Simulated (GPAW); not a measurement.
# Mg3GaO4 (Pm-3m) in GPAW: settings compared

Aim: see how the results for Mg3GaO4 move with the level of theory and the settings. Levels: PBEsol, PBEsol+D3, PBEsol+D3(BJ), PBEsol+D3(BJ)+ATM, PBEsol+D4. Tasks: relaxation of cell and atoms.

Program: GPAW 26.7.0. These are calculated values, not measurements. Logs are shortened: lines on timing, memory, paths and dates and some standing lists are left out, and cuts for length are marked. The log counts tension as positive stress, the text compression.

## 1. The structure

Symmetry: Pm-3m, No. 221, cubic system. Conventional cell: a = 4.363 Å, b = 4.363 Å, c = 4.363 Å, α = 90.00°, β = 90.00°, γ = 90.00°. Around Ga (site symmetry m-3m) lie 6 O at 2.18 Å. Around Mg (site symmetry 4/mmm) lie 6 O at 2.18 Å. O (site symmetry 4/mmm) is surrounded by 2 Ga at 2.18 Å and 4 Mg at 2.18 Å. O (site symmetry m-3m) has 6 Mg at 2.18 Å as nearest neighbours.

The cell comes from a database or a generator and needn't be the stable form of this composition.

## 2. Relaxation of cell and atoms, PBEsol

Input file run.py:

```python
from ase import Atoms
from ase.filters import FrechetCellFilter
from ase.io import write
from ase.optimize import BFGS
from gpaw import GPAW, PW, setup_paths

setup_paths.insert(0, '.')

atoms = Atoms(['Ga', 'Mg', 'Mg', 'Mg', 'O', 'O', 'O', 'O'],
              cell=[[4.363491, 0.0, 0.0],
                    [0.0, 4.363491, 0.0],
                    [0.0, 0.0, 4.363491]],
              scaled_positions=[[0.0, 0.0, 0.0],
                                [0.5, 0.5, 0.0],
                                [0.5, 0.0, 0.5],
                                [0.0, 0.5, 0.5],
                                [0.0, 0.5, 0.0],
                                [0.0, 0.0, 0.5],
                                [0.5, 0.5, 0.5],
                                [0.5, 0.0, 0.0]],
              pbc=True)

calc = GPAW(mode=PW(800),
            xc='PBEsol',
            kpts={'size': (5, 5, 5), 'gamma': True},
            occupations={'name': 'fermi-dirac', 'width': 0.05},
            nbands=48,
            convergence={'density': 1e-05, 'forces': 0.0001},
            maxiter=150,
            txt='gpaw.txt')
atoms.calc = calc
opt = BFGS(FrechetCellFilter(atoms), trajectory='relax.traj', logfile='-')
done = opt.run(fmax=0.02, steps=60)
calc.write('gs.gpw')
write('result.traj', atoms)
print('Converged:', done)
print('Cell:', atoms.cell.cellpar().round(4))
print('Volume:', round(atoms.get_volume(), 4))
print(atoms.get_scaled_positions().round(5))
```

Potentials or basis: PAW data sets generated in the run's folder for this functional, pw.

Started as:

```
$ gpaw-setup -f PBEsol Ga Mg O
$ OMP_NUM_THREADS=1 python run.py
```

gpaw.txt:

```text
__  _  _
 | _ |_)|_||  |
 |__||  | ||/\| - 26.7.0

Input parameters:
  mode=PW(ecut=800.0),
  convergence={'density': 1e-05, 'forces': 0.0001},
  kpts=MonkhorstPack(size=(5, 5, 5), gamma=True),
  maxiter=150,
  nbands=48,
  occupations=Occupations(name='fermi-dirac', width=0.05),
  xc=XC(name='PBEsol')

Diagonalizing LCAO Hamiltonian
Converting LCAO to pw mode
    .----------.
   /|          |
  / |          |
 *  |          |
 |Mg|   O      |
 |  .----------.
 O /  Mg      /
 |/     Mg   /
 Ga---O-----*

Atoms  # Å, Bohr magnetons
|   | symbol |        x |        y |        z |    initial magnetic moments |
|---|--------|----------|----------|----------|-----------------------------|
| 0 |     Ga | 0.000000 | 0.000000 | 0.000000 | ( 0.0000,  0.0000,  0.0000) |
| 1 |     Mg | 2.181745 | 2.181745 | 0.000000 | ( 0.0000,  0.0000,  0.0000) |
| 2 |     Mg | 2.181745 | 0.000000 | 2.181745 | ( 0.0000,  0.0000,  0.0000) |
| 3 |     Mg | 0.000000 | 2.181745 | 2.181745 | ( 0.0000,  0.0000,  0.0000) |
| 4 |      O | 0.000000 | 2.181745 | 0.000000 | ( 0.0000,  0.0000,  0.0000) |
| 5 |      O | 0.000000 | 0.000000 | 2.181745 | ( 0.0000,  0.0000,  0.0000) |
| 6 |      O | 2.181745 | 2.181745 | 2.181745 | ( 0.0000,  0.0000,  0.0000) |
| 7 |      O | 2.181745 | 0.000000 | 0.000000 | ( 0.0000,  0.0000,  0.0000) |

Unit cell  # Å
| periodic |        x |        y |        z |  lengths |    angles |
|----------|----------|----------|----------|----------|-----------|
|      yes | 4.363491 | 0.000000 | 0.000000 | 4.363491 | 90.000000 |
|      yes | 0.000000 | 4.363491 | 0.000000 | 4.363491 | 90.000000 |
|      yes | 0.000000 | 0.000000 | 4.363491 | 4.363491 | 90.000000 |

Number of symmetries: 48
Symmetry operations  # r_c * U_cc + t_c -> r_c
|    | kind |            matrix            |
|----|------|------------------------------|
|  0 |  E   |  1, 0, 0,  0, 1, 0,  0, 0, 1 |
|  1 |  σ   |  1, 0, 0,  0, 1, 0,  0, 0,-1 |
|  2 |  σ   |  1, 0, 0,  0, 0, 1,  0, 1, 0 |
|  3 |  C4  |  1, 0, 0,  0, 0, 1,  0,-1, 0 |
|  4 |  C4  |  1, 0, 0,  0, 0,-1,  0, 1, 0 |
|  5 |  σ   |  1, 0, 0,  0, 0,-1,  0,-1, 0 |
|  6 |  σ   |  1, 0, 0,  0,-1, 0,  0, 0, 1 |
|  7 |  C2  |  1, 0, 0,  0,-1, 0,  0, 0,-1 |
|  8 |  σ   |  0, 1, 0,  1, 0, 0,  0, 0, 1 |
|  9 |  C2  |  0, 1, 0,  1, 0, 0,  0, 0,-1 |
| 10 |  C3  |  0, 1, 0,  0, 0, 1,  1, 0, 0 |
| 11 |  S6  |  0, 1, 0,  0, 0, 1, -1, 0, 0 |
| 12 |  S6  |  0, 1, 0,  0, 0,-1,  1, 0, 0 |
| 13 |  C3  |  0, 1, 0,  0, 0,-1, -1, 0, 0 |
| 14 |  C4  |  0, 1, 0, -1, 0, 0,  0, 0, 1 |
| 15 |  S4  |  0, 1, 0, -1, 0, 0,  0, 0,-1 |
| 16 |  C3  |  0, 0, 1,  1, 0, 0,  0, 1, 0 |
| 17 |  S6  |  0, 0, 1,  1, 0, 0,  0,-1, 0 |
| 18 |  σ   |  0, 0, 1,  0, 1, 0,  1, 0, 0 |
| 19 |  C4  |  0, 0, 1,  0, 1, 0, -1, 0, 0 |
| 20 |  C2  |  0, 0, 1,  0,-1, 0,  1, 0, 0 |
| 21 |  S4  |  0, 0, 1,  0,-1, 0, -1, 0, 0 |
[... 248 lines left out ...]
Forces  # eV/Ang
|        x |        y |        z |
|----------|----------|----------|
| -0.00000 | -0.00000 | -0.00000 |  # Ga   0
| -0.00000 | -0.00000 |  0.00000 |  # Mg   1
| -0.00000 |  0.00000 | -0.00000 |  # Mg   2
|  0.00000 | -0.00000 | -0.00000 |  # Mg   3
| -0.00000 | -0.00000 |  0.00000 |  # O    4
| -0.00000 | -0.00000 | -0.00000 |  # O    5
|  0.00000 |  0.00000 |  0.00000 |  # O    6
| -0.00000 |  0.00000 |  0.00000 |  # O    7

Interpolating wave functions to new cell

         Mg   O
       O    Mg

         O    Mg
       Ga   O

Atoms  # Å, Bohr magnetons
|   | symbol |         x |         y |         z |    initial magnetic moments |
|---|--------|-----------|-----------|-----------|-----------------------------|
| 0 |     Ga | -0.000000 | -0.000000 | -0.000000 | ( 0.0000,  0.0000,  0.0000) |
| 1 |     Mg |  2.180701 |  2.180701 |  0.000000 | ( 0.0000,  0.0000,  0.0000) |
| 2 |     Mg |  2.180701 | -0.000000 |  2.180701 | ( 0.0000,  0.0000,  0.0000) |
| 3 |     Mg | -0.000000 |  2.180701 |  2.180701 | ( 0.0000,  0.0000,  0.0000) |
| 4 |      O | -0.000000 |  2.180701 |  0.000000 | ( 0.0000,  0.0000,  0.0000) |
| 5 |      O | -0.000000 | -0.000000 |  2.180701 | ( 0.0000,  0.0000,  0.0000) |
| 6 |      O |  2.180701 |  2.180701 |  2.180701 | ( 0.0000,  0.0000,  0.0000) |
| 7 |      O |  2.180701 | -0.000000 |  0.000000 | ( 0.0000,  0.0000,  0.0000) |

Unit cell  # Å
| periodic |         x |         y |        z |  lengths |    angles |
|----------|-----------|-----------|----------|----------|-----------|
|      yes |  4.361403 | -0.000000 | 0.000000 | 4.361403 | 90.000000 |
|      yes | -0.000000 |  4.361403 | 0.000000 | 4.361403 | 90.000000 |
|      yes |  0.000000 |  0.000000 | 4.361403 | 4.361403 | 90.000000 |

Number of symmetries: 48
Symmetry operations  # r_c * U_cc + t_c -> r_c
|    | kind |            matrix            |
|----|------|------------------------------|
|  0 |  E   |  1, 0, 0,  0, 1, 0,  0, 0, 1 |
|  1 |  σ   |  1, 0, 0,  0, 1, 0,  0, 0,-1 |
|  2 |  σ   |  1, 0, 0,  0, 0, 1,  0, 1, 0 |
|  3 |  C4  |  1, 0, 0,  0, 0, 1,  0,-1, 0 |
|  4 |  C4  |  1, 0, 0,  0, 0,-1,  0, 1, 0 |
|  5 |  σ   |  1, 0, 0,  0, 0,-1,  0,-1, 0 |
|  6 |  σ   |  1, 0, 0,  0,-1, 0,  0, 0, 1 |
|  7 |  C2  |  1, 0, 0,  0,-1, 0,  0, 0,-1 |
|  8 |  σ   |  0, 1, 0,  1, 0, 0,  0, 0, 1 |
|  9 |  C2  |  0, 1, 0,  1, 0, 0,  0, 0,-1 |
| 10 |  C3  |  0, 1, 0,  0, 0, 1,  1, 0, 0 |
| 11 |  S6  |  0, 1, 0,  0, 0, 1, -1, 0, 0 |
| 12 |  S6  |  0, 1, 0,  0, 0,-1,  1, 0, 0 |
| 13 |  C3  |  0, 1, 0,  0, 0,-1, -1, 0, 0 |
| 14 |  C4  |  0, 1, 0, -1, 0, 0,  0, 0, 1 |
| 15 |  S4  |  0, 1, 0, -1, 0, 0,  0, 0,-1 |
| 16 |  C3  |  0, 0, 1,  1, 0, 0,  0, 1, 0 |
| 17 |  S6  |  0, 0, 1,  1, 0, 0,  0,-1, 0 |
| 18 |  σ   |  0, 0, 1,  0, 1, 0,  1, 0, 0 |
| 19 |  C4  |  0, 0, 1,  0, 1, 0, -1, 0, 0 |
| 20 |  C2  |  0, 0, 1,  0,-1, 0,  1, 0, 0 |
| 21 |  S4  |  0, 0, 1,  0,-1, 0, -1, 0, 0 |
[... 235 lines left out ...]
No gap
No difference between direct/indirect transitions

Stress tensor  # eV/Ang^3
|        x |        y |        z |
|----------|----------|----------|
| 0.024551 | 0.000000 | 0.000000 |
| 0.000000 | 0.024551 | 0.000000 |
| 0.000000 | 0.000000 | 0.024551 |

Forces  # eV/Ang
|        x |        y |       z |
|----------|----------|---------|
|  0.00000 |  0.00000 | 0.00000 |  # Ga   0
|  0.00000 | -0.00000 | 0.00000 |  # Mg   1
|  0.00000 |  0.00000 | 0.00000 |  # Mg   2
|  0.00000 |  0.00000 | 0.00000 |  # Mg   3
| -0.00000 |  0.00000 | 0.00000 |  # O    4
| -0.00000 |  0.00000 | 0.00000 |  # O    5
|  0.00000 |  0.00000 | 0.00000 |  # O    6
|  0.00000 | -0.00000 | 0.00000 |  # O    7

Interpolating wave functions to new cell

         Mg   O
       O    Mg

         O    Mg
       Ga   O

Atoms  # Å, Bohr magnetons
|   | symbol |         x |         y |         z |    initial magnetic moments |
|---|--------|-----------|-----------|-----------|-----------------------------|
| 0 |     Ga | -0.000000 |  0.000000 | -0.000000 | ( 0.0000,  0.0000,  0.0000) |
| 1 |     Mg |  2.161062 |  2.161062 |  0.000000 | ( 0.0000,  0.0000,  0.0000) |
| 2 |     Mg |  2.161062 | -0.000000 |  2.161062 | ( 0.0000,  0.0000,  0.0000) |
| 3 |     Mg | -0.000000 |  2.161062 |  2.161062 | ( 0.0000,  0.0000,  0.0000) |
| 4 |      O | -0.000000 |  2.161062 |  0.000000 | ( 0.0000,  0.0000,  0.0000) |
| 5 |      O | -0.000000 |  0.000000 |  2.161062 | ( 0.0000,  0.0000,  0.0000) |
| 6 |      O |  2.161062 |  2.161062 |  2.161062 | ( 0.0000,  0.0000,  0.0000) |
| 7 |      O |  2.161062 | -0.000000 | -0.000000 | ( 0.0000,  0.0000,  0.0000) |

Unit cell  # Å
| periodic |         x |         y |         z |  lengths |    angles |
|----------|-----------|-----------|-----------|----------|-----------|
|      yes |  4.322124 | -0.000000 | -0.000000 | 4.322124 | 90.000000 |
|      yes | -0.000000 |  4.322124 |  0.000000 | 4.322124 | 90.000000 |
|      yes |  0.000000 | -0.000000 |  4.322124 | 4.322124 | 90.000000 |

Number of symmetries: 48
Symmetry operations  # r_c * U_cc + t_c -> r_c
|    | kind |            matrix            |
|----|------|------------------------------|
|  0 |  E   |  1, 0, 0,  0, 1, 0,  0, 0, 1 |
|  1 |  σ   |  1, 0, 0,  0, 1, 0,  0, 0,-1 |
|  2 |  σ   |  1, 0, 0,  0, 0, 1,  0, 1, 0 |
|  3 |  C4  |  1, 0, 0,  0, 0, 1,  0,-1, 0 |
|  4 |  C4  |  1, 0, 0,  0, 0,-1,  0, 1, 0 |
|  5 |  σ   |  1, 0, 0,  0, 0,-1,  0,-1, 0 |
|  6 |  σ   |  1, 0, 0,  0,-1, 0,  0, 0, 1 |
|  7 |  C2  |  1, 0, 0,  0,-1, 0,  0, 0,-1 |
|  8 |  σ   |  0, 1, 0,  1, 0, 0,  0, 0, 1 |
|  9 |  C2  |  0, 1, 0,  1, 0, 0,  0, 0,-1 |
| 10 |  C3  |  0, 1, 0,  0, 0, 1,  1, 0, 0 |
| 11 |  S6  |  0, 1, 0,  0, 0, 1, -1, 0, 0 |
| 12 |  S6  |  0, 1, 0,  0, 0,-1,  1, 0, 0 |
| 13 |  C3  |  0, 1, 0,  0, 0,-1, -1, 0, 0 |
| 14 |  C4  |  0, 1, 0, -1, 0, 0,  0, 0, 1 |
| 15 |  S4  |  0, 1, 0, -1, 0, 0,  0, 0,-1 |
| 16 |  C3  |  0, 0, 1,  1, 0, 0,  0, 1, 0 |
| 17 |  S6  |  0, 0, 1,  1, 0, 0,  0,-1, 0 |
| 18 |  σ   |  0, 0, 1,  0, 1, 0,  1, 0, 0 |
| 19 |  C4  |  0, 0, 1,  0, 1, 0, -1, 0, 0 |
| 20 |  C2  |  0, 0, 1,  0,-1, 0,  1, 0, 0 |
| 21 |  S4  |  0, 0, 1,  0,-1, 0, -1, 0, 0 |
[... 218 lines left out ...]
|         21 |         2.874 |     2.000 |
|         22 |         3.167 |     2.000 |
|         23 |         3.167 |     2.000 |
|         24 |         3.167 |     2.000 |
|         25 |         4.400 |     2.000 |
|         26 |         4.400 |     2.000 |
[... 8 lines left out ...]
|         35 |        15.947 |     0.000 |
|         36 |        15.947 |     0.000 |
|        ... |               |           |
|         47 |        23.158 |     0.000 |

No gap
No difference between direct/indirect transitions

Stress tensor  # eV/Ang^3
|         x |         y |         z |
|-----------|-----------|-----------|
| -0.000863 | -0.000000 |  0.000000 |
| -0.000000 | -0.000863 |  0.000000 |
|  0.000000 |  0.000000 | -0.000863 |

Forces  # eV/Ang
|        x |        y |        z |
|----------|----------|----------|
|  0.00000 | -0.00000 | -0.00000 |  # Ga   0
| -0.00000 |  0.00000 | -0.00000 |  # Mg   1
|  0.00000 | -0.00000 |  0.00000 |  # Mg   2
|  0.00000 | -0.00000 |  0.00000 |  # Mg   3
|  0.00000 |  0.00000 |  0.00000 |  # O    4
|  0.00000 |  0.00000 |  0.00000 |  # O    5
|  0.00000 | -0.00000 |  0.00000 |  # O    6
| -0.00000 |  0.00000 |  0.00000 |  # O    7

# Writing to gs.gpw (mode='')
```

Run time: 96 s. Hardware: 1 thread of Arm Neoverse V2, shared host; peak memory 0.28 GiB.

Results:

* Free energy: -48.8307 eV
* Relaxed volume: 10.09 Å³/atom
* Relaxed cell: a = 4.322 Å, b = 4.322 Å, c = 4.322 Å, α = 90.00°, β = 90.00°, γ = 90.00°
* Space group after relaxing (to 0.05 Å): Pm-3m (No. 221)
* Energy gained by relaxing: 3.5 meV/atom
* Ionic steps: 3
* Pressure after relaxing: 0.1 GPa
* Band gap on the k mesh: none (metal or under the smearing width)

Step by step:
| step | energy change (eV) | largest force (eV/Å) | pressure (GPa) | volume (Å³) |
| --- | --- | --- | --- | --- |
| 1 | 0.0000 | 0.0000 | -4.14 | 83.08 |
| 2 | -0.0029 | 0.0000 | -3.93 | 82.96 |
| 3 | -0.0280 | 0.0000 | 0.14 | 80.74 |

Final structure:
```
Ga Mg O
1.0
     4.32212    0.00000    0.00000
     0.00000    4.32212    0.00000
     0.00000    0.00000    4.32212
Ga Mg O
1 3 4
Direct
  0.00000 0.00000 0.00000
  0.50000 0.50000 0.00000
  0.50000 0.00000 0.50000
  0.00000 0.50000 0.50000
  0.00000 0.50000 0.00000
  0.00000 0.00000 0.50000
  0.50000 0.50000 0.50000
  0.50000 0.00000 0.00000
```

Levels at points of the mesh, in eV from the Fermi level:
| k point | band 25 | band 26 | band 27 | band 28 | band 29 | band 30 | band 31 | band 32 | band 33 | band 34 |
| --- | --- | --- | --- | --- | --- | --- | --- | --- | --- | --- |
| (0.00, 0.00, 0.00) | -5.93 | -4.70 | -4.70 | -4.70 | -3.69 | 1.00 | 4.52 | 4.52 | 4.52 | 4.53 |

Caveat: the data sets keep Ga 3d, Li 1s and Be 1s frozen, and some such compounds lay over 1.5 % in volume off other programs; later steps reuse the first step's grids; an odd number of electrons without spin polarisation forces a metal; a magnetic or distorted state may lie lower.

## 3. Relaxation of cell and atoms, PBEsol+D3

run.py, as its differences from that of step 2:

```diff
@@ -1,2 +1,3 @@
 from ase import Atoms
+from ase.calculators.mixing import SumCalculator
 from ase.filters import FrechetCellFilter
@@ -4,2 +5,3 @@
 from ase.optimize import BFGS
+from dftd3.ase import DFTD3
 from gpaw import GPAW, PW, setup_paths
@@ -30,3 +32,3 @@
             txt='gpaw.txt')
-atoms.calc = calc
+atoms.calc = SumCalculator([calc, DFTD3(method='pbesol', damping='d3zero')])
 opt = BFGS(FrechetCellFilter(atoms), trajectory='relax.traj', logfile='-')
```

Potentials or basis: PAW data sets generated in the run's folder for this functional, pw.

Started as:

```
$ gpaw-setup -f PBEsol Ga Mg O
$ OMP_NUM_THREADS=1 python run.py
```

gpaw.txt:

```text
__  _  _
 | _ |_)|_||  |
 |__||  | ||/\| - 26.7.0

Input parameters:
  mode=PW(ecut=800.0),
  convergence={'density': 1e-05, 'forces': 0.0001},
  kpts=MonkhorstPack(size=(5, 5, 5), gamma=True),
  maxiter=150,
  nbands=48,
  occupations=Occupations(name='fermi-dirac', width=0.05),
  xc=XC(name='PBEsol')

Diagonalizing LCAO Hamiltonian
Converting LCAO to pw mode
    .----------.
   /|          |
  / |          |
 *  |          |
 |Mg|   O      |
 |  .----------.
 O /  Mg      /
 |/     Mg   /
 Ga---O-----*

Atoms  # Å, Bohr magnetons
|   | symbol |        x |        y |        z |    initial magnetic moments |
|---|--------|----------|----------|----------|-----------------------------|
| 0 |     Ga | 0.000000 | 0.000000 | 0.000000 | ( 0.0000,  0.0000,  0.0000) |
| 1 |     Mg | 2.181745 | 2.181745 | 0.000000 | ( 0.0000,  0.0000,  0.0000) |
| 2 |     Mg | 2.181745 | 0.000000 | 2.181745 | ( 0.0000,  0.0000,  0.0000) |
| 3 |     Mg | 0.000000 | 2.181745 | 2.181745 | ( 0.0000,  0.0000,  0.0000) |
| 4 |      O | 0.000000 | 2.181745 | 0.000000 | ( 0.0000,  0.0000,  0.0000) |
| 5 |      O | 0.000000 | 0.000000 | 2.181745 | ( 0.0000,  0.0000,  0.0000) |
| 6 |      O | 2.181745 | 2.181745 | 2.181745 | ( 0.0000,  0.0000,  0.0000) |
| 7 |      O | 2.181745 | 0.000000 | 0.000000 | ( 0.0000,  0.0000,  0.0000) |

Unit cell  # Å
| periodic |        x |        y |        z |  lengths |    angles |
|----------|----------|----------|----------|----------|-----------|
|      yes | 4.363491 | 0.000000 | 0.000000 | 4.363491 | 90.000000 |
|      yes | 0.000000 | 4.363491 | 0.000000 | 4.363491 | 90.000000 |
|      yes | 0.000000 | 0.000000 | 4.363491 | 4.363491 | 90.000000 |

Number of symmetries: 48
Symmetry operations  # r_c * U_cc + t_c -> r_c
|    | kind |            matrix            |
|----|------|------------------------------|
|  0 |  E   |  1, 0, 0,  0, 1, 0,  0, 0, 1 |
|  1 |  σ   |  1, 0, 0,  0, 1, 0,  0, 0,-1 |
|  2 |  σ   |  1, 0, 0,  0, 0, 1,  0, 1, 0 |
|  3 |  C4  |  1, 0, 0,  0, 0, 1,  0,-1, 0 |
|  4 |  C4  |  1, 0, 0,  0, 0,-1,  0, 1, 0 |
|  5 |  σ   |  1, 0, 0,  0, 0,-1,  0,-1, 0 |
|  6 |  σ   |  1, 0, 0,  0,-1, 0,  0, 0, 1 |
|  7 |  C2  |  1, 0, 0,  0,-1, 0,  0, 0,-1 |
|  8 |  σ   |  0, 1, 0,  1, 0, 0,  0, 0, 1 |
|  9 |  C2  |  0, 1, 0,  1, 0, 0,  0, 0,-1 |
| 10 |  C3  |  0, 1, 0,  0, 0, 1,  1, 0, 0 |
| 11 |  S6  |  0, 1, 0,  0, 0, 1, -1, 0, 0 |
| 12 |  S6  |  0, 1, 0,  0, 0,-1,  1, 0, 0 |
| 13 |  C3  |  0, 1, 0,  0, 0,-1, -1, 0, 0 |
[... 864 lines left out ...]
|         35 |        16.290 |     0.000 |
|         36 |        16.290 |     0.000 |
|        ... |               |           |
|         47 |        23.458 |     0.000 |

No gap
No difference between direct/indirect transitions

Stress tensor  # eV/Ang^3
|         x |         y |         z |
|-----------|-----------|-----------|
| -0.019377 |  0.000000 |  0.000000 |
|  0.000000 | -0.019377 |  0.000000 |
|  0.000000 |  0.000000 | -0.019377 |

Forces  # eV/Ang
|        x |        y |        z |
|----------|----------|----------|
|  0.00000 | -0.00000 |  0.00000 |  # Ga   0
| -0.00000 |  0.00000 | -0.00000 |  # Mg   1
| -0.00000 | -0.00000 |  0.00000 |  # Mg   2
|  0.00000 |  0.00000 | -0.00000 |  # Mg   3
|  0.00000 | -0.00000 |  0.00000 |  # O    4
|  0.00000 |  0.00000 |  0.00000 |  # O    5
|  0.00000 |  0.00000 |  0.00000 |  # O    6
| -0.00000 |  0.00000 |  0.00000 |  # O    7
[... 284 lines left out ...]
|         35 |        16.238 |     0.000 |
|         36 |        16.238 |     0.000 |
|        ... |               |           |
|         47 |        23.413 |     0.000 |

No gap
No difference between direct/indirect transitions

Stress tensor  # eV/Ang^3
|         x |         y |         z |
|-----------|-----------|-----------|
| -0.016505 | -0.000000 |  0.000000 |
| -0.000000 | -0.016505 |  0.000000 |
|  0.000000 |  0.000000 | -0.016505 |

Forces  # eV/Ang
|        x |        y |        z |
|----------|----------|----------|
| -0.00000 |  0.00000 | -0.00000 |  # Ga   0
|  0.00000 |  0.00000 |  0.00000 |  # Mg   1
|  0.00000 |  0.00000 |  0.00000 |  # Mg   2
| -0.00000 |  0.00000 |  0.00000 |  # Mg   3
|  0.00000 | -0.00000 |  0.00000 |  # O    4
|  0.00000 |  0.00000 |  0.00000 |  # O    5
|  0.00000 |  0.00000 |  0.00000 |  # O    6
|  0.00000 |  0.00000 | -0.00000 |  # O    7

# Writing to gs.gpw (mode='')
```

Run time: 2.1 min. Hardware: 1 thread of Arm Neoverse V2, shared host; peak memory 0.28 GiB.

What came out:

| Property | Result |
| --- | --- |
| Free energy | -50.1252 eV |
| Relaxed volume | 9.94 Å³/atom |
| Relaxed cell | a = 4.300 Å, b = 4.300 Å, c = 4.300 Å, α = 90.00°, β = 90.00°, γ = 90.00° |
| Space group after relaxing (to 0.05 Å) | Pm-3m (No. 221) |
| Energy gained by relaxing | 9.0 meV/atom |
| Ionic steps | 4 |
| Pressure after relaxing | 0.0 GPa |
| Band gap on the k mesh | none (metal or under the smearing width) |
| Dispersion energy per atom | -0.163 eV |

Step by step:
| step | energy change (eV) | largest force (eV/Å) | pressure (GPa) | volume (Å³) |
| --- | --- | --- | --- | --- |
| 1 | 0.0000 | 0.0000 | -6.49 | 83.08 |
| 2 | -0.0072 | 0.0000 | -6.19 | 82.89 |
| 3 | -0.0717 | 0.0000 | 0.42 | 79.30 |
| 4 | -0.0722 | 0.0000 | -0.02 | 79.52 |

Final structure:
```yaml
crystal:
  lattice:
    - [4.30020, 0.00000, 0.00000]
    - [0.00000, 4.30020, 0.00000]
    - [0.00000, 0.00000, 4.30020]
  atoms:
    - { symbol: Ga, position: [0.00000, 0.00000, 0.00000] }
    - { symbol: Mg, position: [0.50000, 0.50000, 0.00000] }
    - { symbol: Mg, position: [0.50000, 0.00000, 0.50000] }
    - { symbol: Mg, position: [0.00000, 0.50000, 0.50000] }
    - { symbol: O, position: [0.00000, 0.50000, 0.00000] }
    - { symbol: O, position: [0.00000, 0.00000, 0.50000] }
    - { symbol: O, position: [0.50000, 0.50000, 0.50000] }
    - { symbol: O, position: [0.50000, 0.00000, 0.00000] }
```

Caveat: the data sets keep Ga 3d, Li 1s and Be 1s frozen, and some such compounds lay over 1.5 % in volume off other programs; later steps reuse the first step's grids; an odd number of electrons without spin polarisation forces a metal; a magnetic or distorted state may lie lower; pairwise dispersion overbinds metals, which lowers pressure and volume.

[end of part 1 of 2]
